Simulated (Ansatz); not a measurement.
# InSiH4F (SMILES [F][InH][SiH3]): HSE06/def2-SVP (core potential)

What is the electronic atomisation energy of InSiH4F at HSE06/def2-SVP (core potential)? 

Program for the calculation: Ansatz 0.2.0.

56 further runs of the same task are left out: 56 set aside as unsound or not needed.

## 1. The molecule

The species is InSiH4F (7 atoms), meant as a singlet with charge 0. As SMILES, `[F][InH][SiH3]`. The shape is that of a PBE0-D4/def2-TZVP optimisation.

Bond lengths: F1–In2 1.968 Å, In2–Si3 2.558 Å, In2–H4 1.714 Å, Si3–H5 1.486 Å, Si3–H6 1.486 Å, Si3–H7 1.487 Å. Angles: F1–In2–Si3 109.2°, F1–In2–H4 109.4°, Si3–In2–H4 141.4°, In2–Si3–H5 109.2°, In2–Si3–H6 109.1°, In2–Si3–H7 111.4°, H5–Si3–H6 109.2°, H5–Si3–H7 109.0°, H6–Si3–H7 109.0°.

## 2. A single-point energy at HSE06/def2-SVP (core potential)

File job.yaml:

```yaml
basis:
  gaussian:
    orbitals: def2-SVP
crystal:
  periodic: [false, false, false]
  atoms:
    - {symbol: F, position_ang: [-0.196000, -2.340000, 1.298800]}
    - {symbol: In, position_ang: [-0.756000, -1.164900, -0.176800]}
    - {symbol: Si, position_ang: [0.528000, 1.043100, -0.028600]}
    - {symbol: H, position_ang: [-1.937800, -1.965900, -1.125300]}
    - {symbol: H, position_ang: [1.986000, 0.765900, -0.108800]}
    - {symbol: H, position_ang: [0.226000, 1.696000, 1.272200]}
    - {symbol: H, position_ang: [0.149800, 1.965800, -1.131400]}
output:
  orbitals: {seedname: orbitals}
hamiltonian:
  xc: hse06
accuracy: high
```

Launch:

```sh
$ ansatz run job.yaml --threads 1 --pin off --max-ram 3480MiB --events-out events.jsonl --progress --plain --runs-dir runs
```

Output:

```text
Warning: RAYON_NUM_THREADS=1 ignored (pool sized by the plan → 1); use --threads N
Functional definition: HSE06
  name "HSE06"
  parameter a = 0.25
  parameter omega = 0.11/bohr
  exchange = pbe_x - a*pbe_x_sr(omega) + a*exact_x_sr(omega)
  correlation = pbe_c
1767 factors; integrals over basis functions are off by at most 7.9e-9 eV
106 factors; integrals over basis functions are off by at most 1.3e-9 eV
mean field evaluation 1: about -15819.6184 eV, gradient 4.0e1 eV
mean field evaluation 2: about -15790.8281 eV, gradient 1.3e2 eV
mean field evaluation 4: about -15822.5459 eV, gradient 4.0e0 eV
mean field evaluation 8: about -15822.6659 eV, gradient 1.3e-1 eV
mean field evaluation 16: about -15822.6660 eV, gradient 1.5e-5 eV
mean field -15822.66595470 eV, -581.4722488471 hartree, gradient 5.6e-8 eV, S^2 0.000000; 0 other end points of the search recorded, 0 dependent functions left out
reference -15822.66595921 eV, -581.4722490127 hartree; 24, 24 occupied and 54, 54 virtual orbitals, 1767 factors
Total energy: -15822.66595921 eV, -581.4722490127 hartree
```

Wall time 6.9 s (1 thread of Arm Neoverse V2, shared host); peak memory 0.26 GiB.

## 3. The F atom

File molecule.yaml:

```yaml
crystal:
  periodic: [false, false, false]
  atoms:
    - {symbol: F, position_ang: [0.000000, 0.000000, 0.000000]}
basis:
  gaussian: {orbitals: def2-SVP}
magnetization: {spin_polarized: true, initial_magnetization: 1}
hamiltonian: {xc: hse06}
accuracy: high
```

Launch:

```sh
$ ansatz run molecule.yaml --threads 1 --pin off --max-ram 3480MiB --events-out events.jsonl --progress --plain --runs-dir runs
```

Output (excerpt; [...] marks lines left out):

```text
Warning: RAYON_NUM_THREADS=1 ignored (pool sized by the plan → 1); use --threads N
[... 6 set-up lines as earlier in the session ...]
95 factors; integrals over basis functions are off by at most 1.3e-9 eV
26 factors; integrals over basis functions are off by at most 5.7e-10 eV
mean field evaluation 1: about -2708.6973 eV, gradient 4.8e0 eV
mean field evaluation 2: about -2708.7528 eV, gradient 1.8e0 eV
mean field evaluation 4: about -2708.7627 eV, gradient 1.9e-2 eV
mean field evaluation 8: about -2708.7625 eV, gradient 1.2e-4 eV
mean field -2708.76248407 eV, -99.5451852242 hartree, gradient 5.0e-8 eV, S^2 0.751076; 0 other end points of the search recorded, 0 dependent functions left out
reference -2708.76248454 eV, -99.5451852415 hartree; 5, 4 occupied and 9, 10 virtual orbitals, 95 factors
Total energy: -2708.76248454 eV, -99.5451852415 hartree
```

Wall time 0.42 s (1 thread of Arm Neoverse V2, shared host).

## 4. The H atom at the same level

File input.yaml:

```yaml
crystal:
  periodic: [false, false, false]
  atoms:
    - symbol: H
      position_ang: [0.000000, 0.000000, 0.000000]
basis:
  gaussian:
    orbitals: def2-SVP
magnetization:
  spin_polarized: true
  initial_magnetization: 1
hamiltonian:
  xc: hse06
accuracy: high
```

Run the same way, it converges to -0.50000 Eh (log not shown).

## 5. The In atom, same level

File molecule.yaml:

```yaml
crystal:
  periodic: [false, false, false]
  atoms:
    - {symbol: In, position_ang: [0.000000, 0.000000, 0.000000]}
basis:
  gaussian: {orbitals: def2-SVP}
magnetization: {spin_polarized: true, initial_magnetization: 1}
hamiltonian: {xc: {name: HSE06}}
accuracy: high
```

Launch:

```sh
$ ansatz run molecule.yaml --threads 1 --pin off --max-ram 3480MiB --events-out events.jsonl --progress --plain --runs-dir runs
```

Output (excerpt; [...] marks lines left out):

```text
Warning: RAYON_NUM_THREADS=1 ignored (pool sized by the plan → 1); use --threads N
[... 6 set-up lines as earlier in the session ...]
230 factors; integrals over basis functions are off by at most 1.2e-9 eV
51 factors; integrals over basis functions are off by at most 4.0e-10 eV
mean field evaluation 1: about -5173.0871 eV, gradient 1.6e0 eV
mean field evaluation 2: about -5173.1127 eV, gradient 2.2e-1 eV
mean field evaluation 4: about -5173.1126 eV, gradient 2.3e-1 eV
mean field evaluation 8: about -5173.1132 eV, gradient 8.3e-4 eV
mean field evaluation 16: about -5173.1132 eV, gradient 2.3e-8 eV
mean field evaluation 32: about -5173.1114 eV, gradient 2.4e-1 eV
mean field -5173.11316077 eV, -190.1084021963 hartree, gradient 4.6e-9 eV, S^2 0.752559; 2 other end points of the search recorded, 0 dependent functions left out
reference -5173.11316299 eV, -190.1084022778 hartree; 11, 10 occupied and 15, 16 virtual orbitals, 230 factors
Total energy: -5173.11316299 eV, -190.1084022778 hartree
```

Run time: 2.8 s. Hardware: 1 thread of Arm Neoverse V2, shared host; peak memory 0.1 GiB.

## 6. The Si atom, same level

File job.yaml:

```yaml
crystal:
  periodic: [false, false, false]
  atoms:
    - {symbol: Si, position_ang: [0.000000, 0.000000, 0.000000]}
basis:
  gaussian:
    orbitals: def2-SVP
magnetization:
  spin_polarized: true
  initial_magnetization: 2
hamiltonian:
  xc: hse06
accuracy: high
```

Launch:

```sh
$ ansatz run job.yaml --threads 1 --pin off --max-ram 3480MiB --events-out events.jsonl --progress --plain --runs-dir runs
```

Output (excerpt; [...] marks lines left out):

```text
Warning: RAYON_NUM_THREADS=1 ignored (pool sized by the plan → 1); use --threads N
[... 6 set-up lines as earlier in the session ...]
134 factors; integrals over basis functions are off by at most 2.5e-9 eV
38 factors; integrals over basis functions are off by at most 1.4e-9 eV
mean field evaluation 1: about -7867.9914 eV, gradient 2.1e0 eV
mean field evaluation 2: about -7868.0448 eV, gradient 5.0e-1 eV
mean field evaluation 4: about -7868.0490 eV, gradient 1.4e-1 eV
mean field evaluation 8: about -7868.0492 eV, gradient 2.3e-4 eV
mean field evaluation 16: about -7867.9208 eV, gradient 3.1e0 eV
mean field evaluation 32: about -7868.0492 eV, gradient 2.0e-3 eV
mean field -7868.04915966 eV, -289.1454734624 hartree, gradient 2.1e-8 eV, S^2 2.003673; 1 other end points of the search recorded, 0 dependent functions left out
reference -7868.04916146 eV, -289.1454735284 hartree; 8, 6 occupied and 10, 12 virtual orbitals, 134 factors
Total energy: -7868.04916146 eV, -289.1454735284 hartree
```

It took 1.2 s on 1 thread of Arm Neoverse V2, shared host.

## 7. Outcome

Level: HSE06/def2-SVP (core potential).

| quantity | value |
| --- | --- |
| molecule: total energy | -581.47225 Eh |
| molecule: HOMO energy | -7.43 eV |
| molecule: LUMO energy | -2.31 eV |
| molecule: HOMO–LUMO gap | 5.13 eV |
| F atom: total energy | -99.54519 Eh |
| F atom: ⟨S²⟩ | 0.751 |
| H atom: total energy | -0.50000 Eh |
| H atom: ⟨S²⟩ | 0.750 |
| In atom: total energy | -190.10840 Eh |
| In atom: ⟨S²⟩ | 0.753 |
| Si atom: total energy | -289.14547 Eh |
| Si atom: ⟨S²⟩ | 2.004 |
| electronic atomisation energy | 18.318 eV |

What this shows: Taking the molecule apart into free atoms costs 18.32 eV (422 kcal/mol), before zero-point energy and without spin-orbit coupling.
